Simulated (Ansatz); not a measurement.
# TaRu: how settings move the results

An exercise on one series of results from a longer session: the logs are not shown, and one member is left open.

Method: DFT r2SCAN, scalar-relativistic, plane waves, PAW, in Ansatz 0.2.0.

## The starting structure

The structure is cubic, space group Pm-3m (No. 221). Conventional cell: a = 3.187 Å, b = 3.187 Å, c = 3.187 Å, α = 90.00°, β = 90.00°, γ = 90.00°. Around Ta (site symmetry m-3m) lie 8 Ru at 2.76 Å. Ru (site symmetry m-3m) has 8 Ta at 2.76 Å as nearest neighbours.

Structure file:

```
Ta Ru
1.0
     3.18700    0.00000    0.00000
     0.00000    3.18700    0.00000
     0.00000    0.00000    3.18700
Ta Ru
1 1
Cartesian
  1.5935 1.5935 1.5935
  0.0000 0.0000 0.0000
```

Source of the structure: the Crystallography Open Database. It is taken as it stands there.

Set-up of the first run:

File input.yaml:

```yaml
crystal:
  lattice:
    - [3.187, 0.0, 0.0]
    - [0.0, 3.187, 0.0]
    - [0.0, 0.0, 3.187]
  atoms:
    - { symbol: Ta, position: [0.5, 0.5, 0.5] }
    - { symbol: Ru, position: [0.0, 0.0, 0.0] }
basis:
  ecutwfc: 500
kpoints:
  mp_grid: { grid: [6, 6, 6] }
hamiltonian:
  xc: r2scan
scf:
  occupations: { method: gaussian, width: 0.1 }
output:
  forces: true
  stress: true
  eigenvalues: true
```

Among the steps run: A first look at the start; The base run; K-point mesh: 1×1×1; K-point mesh set to 2×2×2; K-point mesh: 4×4×4; K-point mesh: 8×8×8; K-point mesh: 10×10×10; K-point mesh: 12×12×12; K-point mesh set to 16×16×16; K-point mesh set to 18×18×18; K-point mesh: 22×22×22.

One of the session's tables, all rows but one given; the rest of the session is left out.

It belongs to the step «What the k-point mesh changes». 

```
    mesh  ΔE (meV/atom)  pressure (GPa)
   1×1×1          -3822          -47.39
   2×2×2           1035           -7.48
   4×4×4              ?               ?
   6×6×6          -5.20           -7.81
   8×8×8          -0.53           -7.49
10×10×10          -3.36           -7.60
12×12×12           0.46           -7.61
14×14×14           0.23           -7.64
16×16×16          -0.09           -7.69
18×18×18           0.05           -7.74
22×22×22           0.00           -7.71
```

Estimate the missing values for 4×4×4.

The run gave: ΔE (meV/atom): 69.1; pressure (GPa): -7.17. In the column «ΔE (meV/atom)» it lies between 12×12×12 (0.46) and 2×2×2 (1035).

Caveats from the session: The error changes sign along the series, since a k mesh isn't variational, and a metal needs dense meshes to resolve its Fermi surface.
